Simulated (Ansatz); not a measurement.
# TiGeB4: the cost of one run

Method: DFT LDA, scalar-relativistic, plane waves, PAW, in Ansatz 0.2.0.

## Step 1: The structure to begin with

Symmetry: P6/mmm, No. 191, hexagonal system. The conventional cell has a = 2.894 Å, b = 2.894 Å, c = 6.349 Å, α = 90.00°, β = 90.00°, γ = 120.00°. Ti (site symmetry 6/mmm) has 12 B at 2.23 Å as nearest neighbours. Ge (site symmetry 6/mmm) has 12 B at 2.38 Å as nearest neighbours. Around B (site symmetry 3m) lie 3 B at 1.67 Å and 3 Ti at 2.23 Å and 3 Ge at 2.38 Å.

Coordinates:

```xyz
6
Lattice="2.8940 0.0000 0.0000 -1.4470 2.5063 0.0000 0.0000 0.0000 6.3490" Properties=species:S:1:pos:R:3 pbc="T T T"
Ti    0.0000    0.0000    0.0000
Ge    0.0000    0.0000    3.1745
B     0.0000    1.6709    4.8660
B     0.0000    1.6709    1.4829
B     1.4470    0.8354    4.8660
B     1.4470    0.8354    1.4829
```

The cell was made up by rule, so the compound may not exist in this form.

(A quick probe on a coarse mesh, which set the mesh and smearing, is not shown.)

## Step 3: Coarse relaxation

The input, input.yaml:

```yaml
crystal:
  lattice:
    - [2.894034547, 0.0, 0.0]
    - [-1.4470172735, 2.5063074372, 0.0]
    - [0.0, 0.0, 6.34895925]
  atoms:
    - { symbol: Ti, position: [0.0, 0.0, 0.0] }
    - { symbol: Ge, position: [0.0, 0.0, 0.5] }
    - { symbol: B, position: [0.3333333333, 0.6666666667, 0.76642941] }
    - { symbol: B, position: [0.3333333333, 0.6666666667, 0.23357059] }
    - { symbol: B, position: [0.6666666667, 0.3333333333, 0.76642941] }
    - { symbol: B, position: [0.6666666667, 0.3333333333, 0.23357059] }
basis:
  ecutwfc: 420
kpoints:
  mp_grid: { grid: [9, 9, 4] }
hamiltonian:
  xc: lda
scf:
  occupations: { method: gaussian, width: 0.1 }
output:
  forces: true
  stress: true
  eigenvalues: true
relax:
  adjacent_minimum: "off"
  f_tol: 0.05
  max_steps: 80
  cell: { stress_tol: 0.5 }
```

**Question.** How long does this run take on 1 thread of an Arm CPU, shared host, and how much memory does it need?

About 25 s, with a peak of 0.36 GiB.
